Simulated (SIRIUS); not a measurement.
Crystal: TiSn.

```
Ti Sn
1.0
     0.00000    2.80055    2.80055
     2.80055    0.00000    2.80055
     2.80055    2.80055    0.00000
Ti Sn
1 1
Direct
  0.00000 0.00000 0.00000
  0.50000 0.50000 0.50000
```

The cell was built by a generator and needn't be a form met in nature.

Base run:

```yaml
Program: SIRIUS 7.10.0
Functional: B86bPBE
Potentials_or_basis: PseudoDojo 0.4.1 PBE standard (scalar relativistic)
Cutoff: 1152 eV
Density_cutoff: 4606 eV
k_mesh: 8 × 8 × 8
Occupations: fermi-dirac, width 0.05 eV
Spin: no spin polarisation
```

Its results: band gap on the k mesh none (metal or under the smearing width); pressure 0.7 GPa.

Task: The run is repeated on the same cell with these changes: functional from B86bPBE to revPBE; libxc names from ["XC_GGA_X_B86_MGC", "XC_GGA_C_PBE"] to ["XC_GGA_X_PBE_R", "XC_GGA_C_PBE"]. What comes out?

Result: Band gap on the k mesh none (metal or under the smearing width); pressure 1.7 GPa.

Caveats: the potentials were made for another functional, which shifts forces and pressure.
